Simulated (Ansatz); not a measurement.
# Be (Be, dhcp): the cost of one run

Computed with Ansatz 0.2.0 (DFT PBE, plane waves (420 eV) with PAW, scalar-relativistic, unless a step says otherwise).

### Step 1. The system as given

Symmetry: P6_3/mmc, No. 194, hexagonal system. Conventional cell: a = 2.255 Å, b = 2.255 Å, c = 7.366 Å, α = 90.00°, β = 90.00°, γ = 120.00°. Be (site symmetry -3m) has 12 Be at 2.26 Å as nearest neighbours. Around Be (site symmetry -6m2) lie 12 Be at 2.26 Å.

Structure file:

```
CELL_PARAMETERS angstrom
2.25541 0.00000 0.00000
-1.12771 1.95324 0.00000
0.00000 0.00000 7.36617
ATOMIC_POSITIONS crystal
Be 0.00000 0.00000 0.00000
Be 0.00000 0.00000 0.50000
Be 0.33333 0.66667 0.25000
Be 0.66667 0.33333 0.75000
```

### Step 2. Geometry optimisation

The input, input.yaml:

```yaml
crystal:
  lattice:
    - [2.2554104699, 0.0, 0.0]
    - [-1.127705235, 1.9532427629, 0.0]
    - [0.0, 0.0, 7.3661705948]
  atoms:
    - { symbol: Be, position: [0.0, 0.0, 0.0] }
    - { symbol: Be, position: [0.0, 0.0, 0.5] }
    - { symbol: Be, position: [0.3333333333, 0.6666666667, 0.25] }
    - { symbol: Be, position: [0.6666666667, 0.3333333333, 0.75] }
hamiltonian:
  xc: pbe
  pseudopotentials:
    kind: paw
    azcp:
      Be: "pseudopotentials/Be.paw.azcp"
basis:
  ecutwfc: 420
  fft_grid_basis: typed
kpoints:
  mp_grid: { grid: [16, 16, 5], shift: [0, 0, 0] }
magnetization:
  spin_polarized: false
scf:
  occupations: { method: fermi_dirac, width: 0.1 }
relax:
  max_steps: 60
  f_tol: 0.01
  cell: {}
```

What time and memory should one allow on 1 thread of an x86-64 CPU, shared host?

About 10 s, with a peak of 0.51 GiB.
